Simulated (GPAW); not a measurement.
Zr3S2:

```
CELL_PARAMETERS angstrom
2.90254 1.67578 3.48777
-2.90254 1.67578 3.48777
0.00000 -3.35156 3.48777
ATOMIC_POSITIONS crystal
Zr 0.83873 0.50000 0.16127
Zr 0.50000 0.16127 0.83873
Zr 0.16127 0.83873 0.50000
S 0.66502 0.66502 0.66502
S 0.33498 0.33498 0.33498
```

The cell comes from a database or a generator and needn't be the stable form of this composition.

| Quantity | Value |
| --- | --- |
| Program | GPAW 26.7.0 |
| Task | relaxation of cell and atoms |
| Functional | PBEsol |
| Dispersion | D3 |
| Potentials or basis | PAW data sets generated in the run's folder for this functional |
| Cutoff | 600 eV |
| Basis | pw |
| k mesh | 4 × 4 × 4 |
| Occupations | fermi-dirac, width 0.05 eV |
| Spin | no spin polarisation |

At the start: pressure -7.9 GPa; volume 20.36 Å³/atom.

Q: Where does the relaxation end?

A: Over 12 steps the energy falls by 32.2 meV/atom and the volume is 19.07 Å³/atom (-6.3 %); space group R32 (No. 155, to 0.05 Å).

The path:
| step | energy change (eV) | largest force (eV/Å) | pressure (GPa) | volume (Å³) |
| --- | --- | --- | --- | --- |
| 1 | 0.0000 | 0.1271 | -7.86 | 101.79 |
| 2 | -0.0400 | 0.0856 | -6.92 | 100.92 |
| 3 | -0.1551 | 0.2036 | 0.45 | 95.26 |
| 4 | -0.1575 | 0.1400 | -0.16 | 95.63 |
| 5 | -0.1588 | 0.0761 | -0.30 | 95.69 |
| 6 | -0.1597 | 0.0702 | -0.18 | 95.55 |
| 7 | -0.1600 | 0.0745 | -0.05 | 95.43 |
| 8 | -0.1603 | 0.0588 | 0.12 | 95.29 |
| 9 | -0.1606 | 0.0260 | 0.17 | 95.22 |
| 10 | -0.1608 | 0.0082 | 0.09 | 95.26 |
| 11 | -0.1609 | 0.0119 | 0.01 | 95.31 |
| 12 | -0.1609 | 0.0130 | -0.03 | 95.34 |

Final structure:
```cif
data_structure
_symmetry_space_group_name_H-M 'P 1'
_symmetry_Int_Tables_number 1
_cell_length_a 4.7354
_cell_length_b 4.7354
_cell_length_c 4.7354
_cell_angle_alpha 73.612
_cell_angle_beta 73.612
_cell_angle_gamma 73.612
_cell_volume 95.34
loop_
_atom_site_label
_atom_site_type_symbol
_atom_site_fract_x
_atom_site_fract_y
_atom_site_fract_z
_atom_site_occupancy
Zr1 Zr 0.83994 0.50000 0.16006 1
Zr2 Zr 0.50000 0.16006 0.83994 1
Zr3 Zr 0.16006 0.83994 0.50000 1
S1 S 0.66430 0.66430 0.66430 1
S2 S 0.33570 0.33570 0.33570 1
```

Caveat: later steps reuse the first step's grids; pairwise dispersion overbinds metals, which lowers pressure and volume.
